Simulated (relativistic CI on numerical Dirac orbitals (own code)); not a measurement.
# Pt⁺: N6,7 absorption multiplets

Aim: the N6,7 absorption spectrum of Pt⁺ in 5 surroundings, from the same atomic integrals.

Program: relativistic CI on numerical Dirac orbitals (own code) version 1. Level of theory: Dirac-Coulomb-Breit CI, KLI orbitals optimised for each configuration, model QED (radiative potential, 1s self-energy scaled to tabulated hydrogen-like ionisation energies), valence Slater integrals scaled by 0.7, multiplet model of core-to-valence dipole absorption. These are calculated values, not measurements, unless marked.

**1. The atom as given**

```
ion                                            : Pt⁺ (Pt II)
nuclear charge                                 : 78
electrons                                      : 77
configurations                                 : [Xe] 4f14 5d9 → [Xe] 4f13 5d10
magnetising field for the dichroism, Lz and Sz : exchange field 10 meV on Sz; these come from the lowest magnetised state alone (0 K)
temperature of the isotropic spectrum          : 10 K
widths                                         : Lorentz 0.3 eV, Gauss 0.3 eV
surrounding 1                                  : free ion
surrounding 2                                  : D3d, 10Dq = 16350, Dsigma = -1200, Dtau = 100 cm⁻¹
surrounding 3                                  : D3d, 10Dq = 16350, Dsigma = -860, Dtau = 100 cm⁻¹
surrounding 4                                  : D3d, 10Dq = 16350, Dsigma = -510, Dtau = 100 cm⁻¹
surrounding 5                                  : D3d, 10Dq = 16350, Dsigma = -170, Dtau = 100 cm⁻¹
```

**2. Surrounding 1: free ion**

The run's settings:

```ini
atom Pt  Z=78  charge=1  electrons=77
nucleus A=195  rms_radius_fm=5.4270
hamiltonian dirac-coulomb  breit=on  qed=on  c_scale=1
orbitals kli  potential=per-configuration
slater_scale 0.7
correlation none
mixing on
configurations
  [Xe] 4f14 5d9
  [Xe] 4f13 5d10
end
absorption N6,7 T=10 lorentz=0.3 gauss=0.3
crystal_field free
```

**3. Surrounding 2: D3d, 10Dq = 16350, Dsigma = -1200, Dtau = 100**

Changes to the settings of step 2:

```diff
@@ -12,2 +12,2 @@
 absorption N6,7 T=10 lorentz=0.3 gauss=0.3
-crystal_field free
+crystal_field D3d 10Dq=16350 Dsigma=-1200 Dtau=100
```

**4. Surrounding 3: D3d, 10Dq = 16350, Dsigma = -860, Dtau = 100**

Changes to the settings of step 3:

```diff
@@ -12,2 +12,2 @@
 absorption N6,7 T=10 lorentz=0.3 gauss=0.3
-crystal_field D3d 10Dq=16350 Dsigma=-1200 Dtau=100
+crystal_field D3d 10Dq=16350 Dsigma=-860 Dtau=100
```

**5. Surrounding 4: D3d, 10Dq = 16350, Dsigma = -510, Dtau = 100**

Changes to the settings of step 4:

```diff
@@ -12,2 +12,2 @@
 absorption N6,7 T=10 lorentz=0.3 gauss=0.3
-crystal_field D3d 10Dq=16350 Dsigma=-860 Dtau=100
+crystal_field D3d 10Dq=16350 Dsigma=-510 Dtau=100
```

**6. Surrounding 5: D3d, 10Dq = 16350, Dsigma = -170, Dtau = 100**

Changes to the settings of step 5:

```diff
@@ -12,2 +12,2 @@
 absorption N6,7 T=10 lorentz=0.3 gauss=0.3
-crystal_field D3d 10Dq=16350 Dsigma=-510 Dtau=100
+crystal_field D3d 10Dq=16350 Dsigma=-170 Dtau=100
```

(Steps that only read results are left out.)

Q: Predict the outcome of this session. Wanted: highest peak, first run; ground spin; share of the lower edge; core spin-orbit splitting.

The runs gave:

| surrounding | ground S | Lz (0 K) | Sz (0 K) | centroid (eV) | share of the lower edge | up to four highest peaks (% of the highest), eV |
| --- | --- | --- | --- | --- | --- | --- |
| 1: free | 0.50 | -2.00 | -0.50 | 67.64 | 0.956 | 67.5 (100) |
| 2: D3d | 0.50 | -0.58 | -0.47 | 69.17 | 0.790 | 68.5 (100), 71.8 (27) |
| 3: D3d | 0.50 | -0.54 | -0.47 | 69.16 | 0.787 | 68.5 (100), 71.8 (28) |
| 4: D3d | 0.50 | -0.50 | -0.47 | 69.16 | 0.782 | 68.4 (100), 71.7 (28) |
| 5: D3d | 0.50 | -0.46 | -0.47 | 69.16 | 0.777 | 68.4 (100), 71.7 (29) |

```
                                 quantity           value
                  highest peak, first run         67.5 eV
      ground spin (effective S from ⟨S²⟩)            0.50
                  share of the lower edge  0.777 to 0.956
core spin-orbit splitting (without Breit)         3.55 eV
```

In words: The lower edge takes 0.96 of the intensity in surrounding 1, above the statistical 0.57. The position of the maximum differs by up to 1.0 eV between the surroundings, by shifts of peaks or by peaks exchanging rank. Edge positions are free-ion values and differ from those in solids by a few eV or more.
